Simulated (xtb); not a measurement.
# GFN1-xTB run of C3H8F2Si (SMILES CC(F)C[SiH2]F)

Wanted: the energy of C3H8F2Si. 

The results are computed with xtb 6.7.1.

3 further runs of the same task are left out: 2 that didn't finish, 1 set aside as unsound or not needed.

### Step 1. The structure to begin with

C3H8F2Si has 14 atoms, charge 0, and is taken as a singlet. As SMILES, `CC(F)C[SiH2]F`. The shape is that of a GFN2-xTB optimisation. This is one conformer, not always the lowest.

Bond lengths: C1–C2 1.519 Å, C2–F3 1.392 Å, C2–C4 1.522 Å, C4–Si5 1.897 Å, Si5–F6 1.612 Å, C1–H7 1.086 Å, C1–H8 1.088 Å, C1–H9 1.088 Å, C2–H10 1.097 Å, C4–H11 1.091 Å, C4–H12 1.093 Å, Si5–H13 1.454 Å, Si5–H14 1.456 Å. Some angles: C1–C2–F3 108.1°, C1–C2–C4 113.8°, F3–C2–C4 108.2°, C2–C4–Si5 114.0°, C4–Si5–F6 106.9°, C1–C2–H10 110.6°, F3–C2–H10 105.1°, C4–C2–H10 110.7°, C2–C1–H7 109.8°, C2–C1–H8 109.7°.

### Step 2. A single-point energy at GFN1-xTB

Input file start.xyz:

```xyz
14

C      0.46984    -1.21263     1.08290
C      1.02072     0.00324     0.35784
F      2.35882    -0.23859     0.06178
C      0.29706     0.32230    -0.94274
Si    -1.50299     0.87396    -0.71045
F     -1.52236     1.90393     0.53006
H     -0.52685    -0.99857     1.45698
H      1.11579    -1.46405     1.92099
H      0.42758    -2.06516     0.40852
H      1.02889     0.87756     1.02069
H      0.34965    -0.55334    -1.59181
H      0.85858     1.11268    -1.44701
H     -1.98051     1.63895    -1.85111
H     -2.39423    -0.20027    -0.29663
```

On the command line:

```
$ xtb start.xyz --gfn 1 --chrg 0 --iterations 20 --parallel 1 > out.txt 2> xtb.err
```

**Question.** What will come out? Wanted: total energy; dipole moment; HOMO energy; LUMO energy; HOMO–LUMO gap; dispersion energy.

**Answer.** As computed:

At GFN1-xTB:

| quantity | value |
| --- | --- |
| total energy | -22.89629 Eh |
| dipole moment | 1.96 D |
| HOMO energy | -12.29 eV |
| LUMO energy | -5.33 eV |
| HOMO–LUMO gap | 6.96 eV |
| dispersion energy | -12.73 kJ/mol |
